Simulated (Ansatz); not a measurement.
**C₃H₄FGe radical: a ladder of functionals and wavefunction methods**

An exercise on one series of results from a longer session: the logs are not shown, and one member is left open.

The runs use Ansatz 0.2.0, Gaussian basis; functionals in def2-TZVPP, the program's frozen cores in correlated methods.

Plan: LDA (SPW92), PBE-D4, revPBE-D4, BLYP-D4, r2SCAN-D4, B97M-V, PBE0-D4, B3LYP-D4, r2SCANh-D4, r2SCAN0-D4, HSE06-D4, BHLYP-D4, CAM-B3LYP-D4, LC-ωPBE, ωB97X-V, ωB97M-V, B2PLYP, PBE-QIDH; CCSD(T)/def2-SVP; CCSD(T)/def2-TZVPP; MP2/def2-QZVPP; extrapolation to the limit; RPA on PBE.

**The geometry**

An earlier PBE0-D4 in a triple-zeta def2 set relaxation fixed the geometry.

9 atoms, charge 0, spin multiplicity 2.

Atoms are counted from 1 here; the program's logs count them from 0.

Bond lengths: C1–C2 1.208 Å, C1–H6 1.066 Å, C2–Ge3 1.900 Å, Ge3–C4 1.952 Å, Ge3–F5 1.749 Å, C4–H7 1.092 Å, C4–H8 1.089 Å, C4–H9 1.090 Å. Angles: C2–C1–H6 178.7°, C1–C2–Ge3 172.8°, C2–Ge3–C4 112.0°, C2–Ge3–F5 105.5°, C4–Ge3–F5 106.4°, Ge3–C4–H7 107.6°, Ge3–C4–H8 110.2°, Ge3–C4–H9 109.5°, H7–C4–H8 109.8°, H7–C4–H9 109.8°, H8–C4–H9 109.9°.

Set-up of the first run:

File in.yaml:

```yaml
crystal:
  periodic: [false, false, false]
  atoms:
    - {symbol: C, position_ang: [-0.096084, 2.656790, -0.010097]}
    - {symbol: C, position_ang: [0.262927, 1.509346, -0.128073]}
    - {symbol: Ge, position_ang: [0.990202, -0.245589, -0.147881]}
    - {symbol: C, position_ang: [-0.310802, -1.581360, 0.430562]}
    - {symbol: F, position_ang: [1.338093, -0.589651, -1.826608]}
    - {symbol: H, position_ang: [-0.427612, 3.666577, 0.075789]}
    - {symbol: H, position_ang: [-1.143317, -1.558911, -0.275659]}
    - {symbol: H, position_ang: [0.142382, -2.571171, 0.435045]}
    - {symbol: H, position_ang: [-0.667291, -1.332233, 1.429923]}
basis:
  gaussian: {orbitals: def2-TZVPP}
magnetization: {spin_polarized: true, initial_magnetization: 1}
hamiltonian: {xc: lda}
output: {orbitals: {seedname: orbitals}}
```

The run is started by

```
> ansatz run in.yaml --threads 2 --pin off --events-out ev --progress --plain --max-ram 32768MiB --backend cpu
```

Among the steps run: LDA; PBE-D4 (GGA); revPBE-D4 (GGA); BLYP-D4 (GGA); r2SCAN-D4 (meta-GGA); B97M-V (meta-GGA); B3LYP-D4 (hybrid); r2SCANh-D4 (hybrid); r2SCAN0-D4 (hybrid); HSE06-D4 (hybrid); BHLYP-D4 (hybrid); CAM-B3LYP-D4 (range-separated); LC-ωPBE (range-separated); ωB97X-V (range-separated); ωB97M-V (range-separated); B2PLYP (double hybrid); PBE-QIDH (double hybrid).

One table of the session follows, with a row left open; its other results are not shown here.

```
  functional  HOMO (eV)  LUMO (eV)  gap (eV)
 LDA (SPW92)      -5.28      -4.36      0.92
      PBE-D4      -5.22      -3.97      1.25
   revPBE-D4      -5.18      -3.82      1.37
     BLYP-D4          ?          ?         ?
   r2SCAN-D4      -5.59      -3.61      1.98
      B97M-V      -5.40      -4.06      1.34
     PBE0-D4      -6.40      -3.05      3.35
    B3LYP-D4      -6.13      -3.47      2.66
  r2SCANh-D4      -6.03      -3.29      2.74
  r2SCAN0-D4      -6.68      -2.81      3.87
    HSE06-D4      -6.01      -3.43      2.58
    BHLYP-D4      -7.41      -2.25      5.16
CAM-B3LYP-D4      -7.64      -2.17      5.47
     LC-ωPBE      -9.04      -0.71      8.33
     ωB97X-V      -8.53      -1.16      7.37
     ωB97M-V      -8.38      -1.25      7.13
```

Estimate the missing values for BLYP-D4.

Worked estimate for «HOMO (eV)». Against the share of exact exchange, B3LYP-D4 (0.2, -6.13), BHLYP-D4 (0.5, -7.41) give a slope of -4.27 per unit share; at 0 the line stands at -5.28.

**Answer.** HOMO (eV): -5.03; LUMO (eV): -4.01; gap (eV): 1.02. In «HOMO (eV)» the line misses by -0.25.
